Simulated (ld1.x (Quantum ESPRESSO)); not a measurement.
# Fluorine: generating and testing an RRKJ potential

Aim: build the potential from the settings below, then test how well it stands in for the atom: other configurations, scattering, ghost states and the plane-wave cutoff that it needs.

Method: ld1.x (Quantum ESPRESSO) 7.5, PBEsol, scalar-relativistic.

## Step 1: Settings

The settings as typed:

```
element                 : fluorine (F, Z = 9)
type                    : norm-conserving RRKJ (Kleinman–Bylander form)
frozen core             : [He]
valence charge          : 7
reference configuration : 2s2 2p5
partial waves           : 2s (bound): rc 0.80 bohr; 2p (bound): rc 1.30 bohr; 3d channel at 0.45 Ry: rc 1.15 bohr
local potential         : all-electron potential smoothed inside 0.95 bohr (lloc = -1)
core correction         : not asked for
```

## Step 2: Generating the potential

Input file F.in:

```
 &input
   title='F', zed=9., rel=1, dft='PBESOL', iswitch=3,
   config='[He] 2s2 2p5 3d-2',
   nld=3, rlderiv=1.40, eminld=-4.0, emaxld=5.0, deld=0.02
 /
 &inputp
   pseudotype=2, tm=.false., rho0=0.005, lloc=-1, rcloc=0.95,
   nlcc=.false.,
   file_pseudopw='F.UPF', file_wfcaegen='ae.wfc', file_wfcncgen='nc.wfc', file_beta='beta', file_chi='chi'
 /
3
2S  1  0   2.00   0.00  0.80  0.80  0.0
2P  2  1   5.00   0.00  1.30  1.30  0.0
3D  3  2  -2.00   0.45  1.15  1.15  0.0
 &test
   configts(1)='2s2 2p5'
 /
```

The run is started by

```console
$ ld1.x < F.in > F.out
```

What the program wrote to F.out (without the banner and most projector matrices):

```text
     Program LD1 v.7.5
     --------------------------- All-electron run ----------------------------

     F
     scalar relativistic calculation

     atomic number is  9.00
     dft =PBESOL   lsd =0 sic =0 latt =0  beta=0.20 tr2=1.0E-14
     Exchange-correlation= PBESOL
                           (   1   4  10   8   0   0   0)
     mesh =1105 r(mesh) =  99.76081 a.u. xmin = -7.00 dx = 0.01250
     1 Ry =  13.60569312 eV, c = 137.03599908

     n l     nl                  e(Ry)          e(Ha)          e(eV)
     1 0     1S 1( 2.00)       -48.5945       -24.2973      -661.1624
     2 0     2S 1( 2.00)        -2.1844        -1.0922       -29.7204
     2 1     2P 1( 5.00)        -0.8123        -0.4061       -11.0517

     final scf error:  4.9E-15 reached in  22 iterations

     Etot =    -198.896219 Ry,     -99.448109 Ha,   -2706.120913 eV

     Ekin =     198.653027 Ry,      99.326514 Ha,    2702.812129 eV
     Encl =    -476.966171 Ry,    -238.483086 Ha,   -6489.455357 eV
     Eh   =      99.223089 Ry,      49.611545 Ha,    1349.998902 eV
     Exc  =     -19.806164 Ry,      -9.903082 Ha,    -269.476588 eV

     normalization and overlap integrals

     s(1S/1S) =  1.000000  <r> =   0.1767  <r2> =    0.0421  r(max) =   0.1139
     s(2S/2S) =  1.000000  <r> =   1.0060  <r2> =    1.2343  r(max) =   0.7617
     s(2P/2P) =  1.000000  <r> =   1.1047  <r2> =    1.6352  r(max) =   0.7066

     ------------------------ End of All-electron run ------------------------

     --------------------- Generating NC pseudopotential ---------------------

      Generating local potential from pseudized AE potential:
      Matching radius rcloc =   0.9500

      Local pseudo, rcloc= 0.954 Estimated cut-off energy=    27.02 Ry

      Wfc   2S  rcut= 0.801  Estimated cut-off energy=       69.95 Ry
      Using 4 Bessel functions for this wfc, rho(0) = 0.005
      This function has    0 nodes for 0 < r <    0.801

      Wfc   2P  rcut= 1.288  Estimated cut-off energy=      106.89 Ry
      This function has    0 nodes for 0 < r <    1.288

      Wfc   3D  rcut= 1.136  Estimated cut-off energy=      171.20 Ry
      This function has    0 nodes for 0 < r <    1.136

     ------------------- End of pseudopotential generation -------------------

     [... the all-electron block is printed once more ...]


     Computing logarithmic derivative in   1.39661
     Message from routine run_pseudo:
     Warning: convergence not achieved
     Computing logarithmic derivative in   1.39661
     Computing the partial wave expansion
     R is outside the sphere for l=    0 j= 0.00
     R is outside the sphere for l=    1 j= 0.00
     R is outside the sphere for l=    2 j= 0.00

     ---------------------- Testing the pseudopotential ----------------------

     F
     scalar relativistic calculation

     atomic number is  9.00   valence charge is  7.00
     dft =PBESOL   lsd =0 sic =0 latt =0  beta=0.20 tr2=1.0E-14
     mesh =1105 r(mesh) =  99.76081 xmin = -7.00 dx = 0.01250

     n l     nl             e AE (Ry)        e PS (Ry)    De AE-PS (Ry)
     1 0     2S   1( 2.00)       -2.18441       -2.18444        0.00003
     2 1     2P   1( 5.00)       -0.81228       -0.81229        0.00000

     eps = 3.2E-13  iter =201

     Etot =    -198.896219 Ry,     -99.448109 Ha,   -2706.120913 eV
     Etotps =   -47.556149 Ry,     -23.778075 Ha,    -647.034373 eV

     Ekin =      33.430923 Ry,      16.715462 Ha,     454.850886 eV
     Encl =    -108.503155 Ry,     -54.251577 Ha,   -1476.260626 eV
     Ehrt =      41.793317 Ry,      20.896659 Ha,     568.627047 eV
     Ecxc =      -8.770809 Ry,      -4.385405 Ha,    -119.332938 eV
     Epseu=      -5.506426 Ry,      -2.753213 Ha,     -74.918742 eV

     ---------------------- End of pseudopotential test ----------------------
```

Run time: 2.8 s. Hardware: 1 thread, shared host. This counts the later configuration tests of the new file too.

Partial waves on a coarse radial grid (AE all-electron, PS pseudo):

| r (bohr) | 2p AE | 2p PS | 2s AE | 2s PS |
| --- | --- | --- | --- | --- |
| 0.065 | 0.0678 | 0.0247 | -0.4263 | 0.0165 |
| 0.130 | 0.2072 | 0.0958 | -0.4031 | 0.0602 |
| 0.195 | 0.3618 | 0.2050 | -0.1957 | 0.1477 |
| 0.260 | 0.5055 | 0.3399 | 0.0659 | 0.2788 |
| 0.325 | 0.6275 | 0.4856 | 0.3194 | 0.4379 |
| 0.390 | 0.7252 | 0.6276 | 0.5381 | 0.6019 |
| 0.455 | 0.7990 | 0.7531 | 0.7129 | 0.7490 |
| 0.520 | 0.8509 | 0.8529 | 0.8434 | 0.8652 |
| 0.585 | 0.8838 | 0.9222 | 0.9338 | 0.9462 |
| 0.650 | 0.9008 | 0.9605 | 0.9898 | 0.9953 |
| 0.715 | 0.9050 | 0.9712 | 1.0177 | 1.0190 |
| 0.780 | 0.8991 | 0.9600 | 1.0232 | 1.0232 |
| 0.845 | 0.8853 | 0.9339 | 1.0115 | 1.0115 |
| 0.910 | 0.8656 | 0.8994 | 0.9869 | 0.9869 |
| 0.975 | 0.8417 | 0.8619 | 0.9530 | 0.9530 |
| 1.040 | 0.8146 | 0.8246 | 0.9126 | 0.9126 |
| 1.105 | 0.7854 | 0.7893 | 0.8681 | 0.8681 |
| 1.170 | 0.7550 | 0.7559 | 0.8211 | 0.8211 |
| 1.235 | 0.7239 | 0.7240 | 0.7731 | 0.7731 |
| 1.300 | 0.6926 | 0.6926 | 0.7250 | 0.7250 |
| 1.365 | 0.6614 | 0.6614 | 0.6777 | 0.6777 |
| 1.430 | 0.6306 | 0.6306 | 0.6317 | 0.6317 |
| 1.495 | 0.6005 | 0.6005 | 0.5873 | 0.5873 |
| 1.560 | 0.5712 | 0.5712 | 0.5449 | 0.5449 |
| 1.625 | 0.5428 | 0.5428 | 0.5046 | 0.5046 |
| 1.690 | 0.5154 | 0.5154 | 0.4665 | 0.4665 |

## Step 3: Transferability test

Input file F.test.in:

```
 &input
   title='F', zed=9., rel=1, dft='PBESOL', iswitch=2,
   config='[He] 2s2 2p5 3d-2'
 /
 &test
   file_pseudo='F.UPF', nconf=8,
   configts(1)='2s2 2p5',
   configts(2)='2s2 2p4',
   configts(3)='2s2 2p3',
   configts(4)='2s2 2p2',
   configts(5)='2s1 2p6',
   configts(6)='2s2 2p1',
   configts(7)='2s2 2p5.3',
   configts(8)='2s1 2p5'
 /
```

The run is started by

```console
$ ld1.x < F.test.in > F.test.out
```

F.test.out, the pseudopotential blocks, each with the warnings that came before it:

```text
     Warning: convergence not achieved
     ---------------------- Testing the pseudopotential ----------------------

     F
     scalar relativistic calculation

     atomic number is  9.00   valence charge is  7.00
     dft =PBESOL   lsd =0 sic =0 latt =0  beta=0.20 tr2=1.0E-14
     mesh =1105 r(mesh) =  99.76081 xmin = -7.00 dx = 0.01250

     n l     nl             e AE (Ry)        e PS (Ry)    De AE-PS (Ry)
     1 0     2S   1( 2.00)       -2.18441       -2.18444        0.00003
     2 1     2P   1( 5.00)       -0.81228       -0.81229        0.00000

     eps = 2.1E-13  iter =201

     Etot =    -198.896219 Ry,     -99.448109 Ha,   -2706.120914 eV
     Etotps =   -47.556149 Ry,     -23.778075 Ha,    -647.034373 eV

     Ekin =      33.430923 Ry,      16.715462 Ha,     454.850886 eV
     Encl =    -108.503155 Ry,     -54.251577 Ha,   -1476.260626 eV
     Ehrt =      41.793317 Ry,      20.896659 Ha,     568.627047 eV
     Ecxc =      -8.770809 Ry,      -4.385405 Ha,    -119.332938 eV
     Epseu=      -5.506426 Ry,      -2.753213 Ha,     -74.918742 eV

     ---------------------- End of pseudopotential test ----------------------

     Warning: convergence not achieved
     ---------------------- Testing the pseudopotential ----------------------

     F
     [...]
     n l     nl             e AE (Ry)        e PS (Ry)    De AE-PS (Ry)
     1 0     2S   1( 2.00)       -3.46782       -3.47032        0.00249
     2 1     2P   1( 4.00)       -2.07413       -2.07102       -0.00311

     eps = 9.1E-14  iter =201

     Etot =    -197.476466 Ry,     -98.738233 Ha,   -2686.804198 eV
     Etotps =   -46.137258 Ry,     -23.068629 Ha,    -627.729380 eV
     dEtot_ae =       1.419752 Ry
     dEtot_ps =       1.418891 Ry,   Delta E=       0.000862 Ry

     [...]
     ---------------------- End of pseudopotential test ----------------------

     Warning: convergence not achieved
     ---------------------- Testing the pseudopotential ----------------------

     F
     [...]
     n l     nl             e AE (Ry)        e PS (Ry)    De AE-PS (Ry)
     1 0     2S   1( 2.00)       -4.97983       -4.97996        0.00013
     2 1     2P   1( 3.00)       -3.59242       -3.57341       -0.01901  !

     eps = 9.5E-14  iter =201

     Etot =    -194.663071 Ry,     -97.331535 Ha,   -2648.526005 eV
     Etotps =   -43.333233 Ry,     -21.666617 Ha,    -589.578671 eV
     dEtot_ae =       4.233148 Ry
     dEtot_ps =       4.222916 Ry,   Delta E=       0.010232 Ry

     [...]
     ---------------------- End of pseudopotential test ----------------------

     ---------------------- Testing the pseudopotential ----------------------

     F
     [...]
     n l     nl             e AE (Ry)        e PS (Ry)    De AE-PS (Ry)
     1 0     2S   1( 2.00)       -6.68351       -6.66803       -0.01548  !
     2 1     2P   1( 2.00)       -5.33500       -5.27422       -0.06078  !

     eps = 9.6E-15  iter = 33

     Etot =    -190.217225 Ry,     -95.108612 Ha,   -2588.037187 eV
     Etotps =   -38.924343 Ry,     -19.462172 Ha,    -529.592673 eV
     dEtot_ae =       8.678994 Ry
     dEtot_ps =       8.631806 Ry,   Delta E=       0.047188 Ry

     [...]
     ---------------------- End of pseudopotential test ----------------------

     Warning: convergence not achieved
     ---------------------- Testing the pseudopotential ----------------------

     F
     [...]
     n l     nl             e AE (Ry)        e PS (Ry)    De AE-PS (Ry)
     1 0     2S   1( 1.00)       -2.22012       -2.22030        0.00018
     2 1     2P   1( 6.00)       -0.84401       -0.84654        0.00253

     eps = 1.0E+04  iter =201

     Etot =    -197.522087 Ry,     -98.761043 Ha,   -2687.424895 eV
     Etotps =   -46.183150 Ry,     -23.091575 Ha,    -628.353767 eV
     dEtot_ae =       1.374132 Ry
     dEtot_ps =       1.372999 Ry,   Delta E=       0.001133 Ry

     [...]
     ---------------------- End of pseudopotential test ----------------------

     ---------------------- Testing the pseudopotential ----------------------

     F
     [...]
     n l     nl             e AE (Ry)        e PS (Ry)    De AE-PS (Ry)
     1 0     2S   1( 2.00)       -8.55411       -8.49924       -0.05487  !
     2 1     2P   1( 1.00)       -7.27887       -7.13501       -0.14386  !

     eps = 5.8E-15  iter = 72

     Etot =    -183.926283 Ry,     -91.963141 Ha,   -2502.444558 eV
     Etotps =   -32.731385 Ry,     -16.365693 Ha,    -445.333181 eV
     dEtot_ae =      14.969936 Ry
     dEtot_ps =      14.824764 Ry,   Delta E=       0.145172 Ry

     [...]
     ---------------------- End of pseudopotential test ----------------------

     Warning: convergence not achieved
     ---------------------- Testing the pseudopotential ----------------------

     F
     [...]
     n l     nl             e AE (Ry)        e PS (Ry)    De AE-PS (Ry)
     1 0     2S   1( 2.00)       -1.85443       -1.85372       -0.00071
     2 1     2P   1( 5.30)       -0.49277       -0.49274       -0.00003

     eps = 2.1E-12  iter =201

     Etot =    -199.091187 Ry,     -99.545594 Ha,   -2708.773594 eV
     Etotps =   -47.751135 Ry,     -23.875567 Ha,    -649.687283 eV
     dEtot_ae =      -0.194968 Ry
     dEtot_ps =      -0.194985 Ry,   Delta E=       0.000017 Ry

     [...]
     ---------------------- End of pseudopotential test ----------------------

     Warning: convergence not achieved
     ---------------------- Testing the pseudopotential ----------------------

     F
     [...]
     n l     nl             e AE (Ry)        e PS (Ry)    De AE-PS (Ry)
     1 0     2S   1( 1.00)       -3.48092       -3.48785        0.00693  !
     2 1     2P   1( 5.00)       -2.08348       -2.08838        0.00490

     eps = 2.6E+02  iter =201

     Etot =    -196.080875 Ry,     -98.040438 Ha,   -2667.816217 eV
     Etotps =   -44.737873 Ry,     -22.368936 Ha,    -608.689771 eV
     dEtot_ae =       2.815343 Ry
     dEtot_ps =       2.818276 Ry,   Delta E=      -0.002933 Ry

     [...]
     ---------------------- End of pseudopotential test ----------------------
```

2 tests gave no usable energy difference (2s1 2p6; 2s1 2p5).

The tests as a table, with energies relative to 2s2 2p5. A star marks tests that logged a warning.

```tsv
valence configuration	charge	ΔE all-electron (eV)	error AE − PS (meV)
2s2 2p4 *	+1	19.317	+12
2s2 2p3 *	+2	57.595	+139
2s2 2p2	+3	118.084	+642
2s2 2p1	+4	203.676	+1975
2s2 2p5.3 *	-0.3	-2.653	+0.2
```

## Step 4: Logarithmic derivatives

Taken from the files of the generation run. The phase is arctan(r·u′/u) with u = r·R, unwrapped, with energies in Ry. A pole is an energy at which the radial function vanishes at the test radius. The pseudo phase is shifted by a multiple of π to meet the all-electron one at the reference energy. Levels narrower than the energy grid can be missing from the poles. The last column is the largest difference on the grid between −1 and +1 Ry.

| channel | radius (bohr) | reference (Ry) | poles AE | poles PS | window around the reference with phases within 0.05 rad (Ry) | largest difference near zero (rad) |
| --- | --- | --- | --- | --- | --- | --- |
| s | 1.40 | -2.18 | -0.29 | -0.29 | the whole range | 0.000 |
| p | 1.40 | -0.81 | 0.88 | 0.91 | below 4.9 | 0.004 |
| d | 1.40 | 0.45 | none | none | the whole range | 0.000 |

Phases (rad) along the scan:

```csv
E (Ry),p AE,p PS,s AE,s PS
-4.00,1.145,1.147,0.847,0.847
-3.52,1.097,1.099,0.596,0.596
-3.04,1.028,1.030,0.103,0.103
-2.56,0.920,0.923,-0.589,-0.589
-2.08,0.731,0.735,-1.062,-1.062
-1.60,0.348,0.352,-1.304,-1.304
-1.12,-0.353,-0.352,-1.439,-1.439
-0.64,-0.977,-0.977,-1.525,-1.525
-0.16,-1.293,-1.291,-1.586,-1.586
0.32,-1.457,-1.454,-1.633,-1.633
0.80,-1.558,-1.553,-1.672,-1.672
1.28,-1.628,-1.622,-1.706,-1.706
1.76,-1.683,-1.675,-1.737,-1.738
2.24,-1.730,-1.720,-1.768,-1.768
2.72,-1.774,-1.760,-1.798,-1.799
3.20,-1.817,-1.799,-1.830,-1.831
3.68,-1.861,-1.838,-1.865,-1.866
4.16,-1.911,-1.880,-1.904,-1.905
4.64,-1.969,-1.927,-1.949,-1.950
```

## Step 5: Cutoff and ghost test in a Bessel basis

This step uses the generator's waves and projectors in a separate script. Basis: spherical Bessel functions vanishing at 20 bohr, q² up to the cutoff; potential fixed at the reference.

All-electron valence levels (Ry): 2s -2.1844, 2p -0.8123. The lowest levels of each channel (Ry) by cutoff; the last column sums, over occupied levels, occupation times the distance from the level at 400 Ry. A positive value at high cutoff is not a bound level.

```
cutoff (Ry)     s #1     p #1    d #1    f #1  Σ f·Δε (mRy)
          8  -1.4979  -0.0060  0.0807  0.1213        5404.7
         18  -1.5325  -0.2032  0.0807  0.1213        4349.5
         30  -1.6559  -0.5080  0.0807  0.1213        2578.4
         50  -1.9037  -0.7669  0.0807  0.1213         788.6
         70  -2.0382  -0.8097  0.0807  0.1213         305.6
        110  -2.1494  -0.8122  0.0807  0.1213          70.4
        160  -2.1809  -0.8123  0.0807  0.1213           7.1
        200  -2.1842  -0.8123  0.0807  0.1213           0.5
        260  -2.1845  -0.8123  0.0807  0.1213           0.0
        400  -2.1845  -0.8123  0.0807  0.1213           0.0
```

The sum stays within 10 mRy from 160 Ry and within 1 mRy from 200 Ry. The sum leaves out empty levels, which can need more. Ghost test: no level below the all-electron spectrum of its channel (s, p, d, f tested).

## Step 6: Outcome

| quantity | value |
| --- | --- |
| cutoffs for 10 and 1 mRy, occupied levels | 160 Ry and 200 Ry |
| bound ghosts | none found |
| largest test error (AE − PS) | +1975 meV, for 2s2 2p1 (2 tests unsolved) |
| largest phase difference near zero energy, channels read | 0.004 rad |

In words: The worst unpolarised test, 2s2 2p1, is off by 1975 meV on 203.7 eV; by total energies transferability rates as poor. That test lies far up in energy; among those under 40 eV, nearer to bonding, the largest error is 12 meV. Of the tests 2 gave no usable energy difference, which is a warning in itself. By its cutoff, 160 Ry for the looser tolerance, it is very hard. The slowest occupied level is 2s: taken alone it needs 200 Ry to come within 1 mRy, against 80 Ry for 2p. It is free of bound ghosts as far as tested. Near zero energy the phases of the channels with partial waves agree within 0.004 rad.
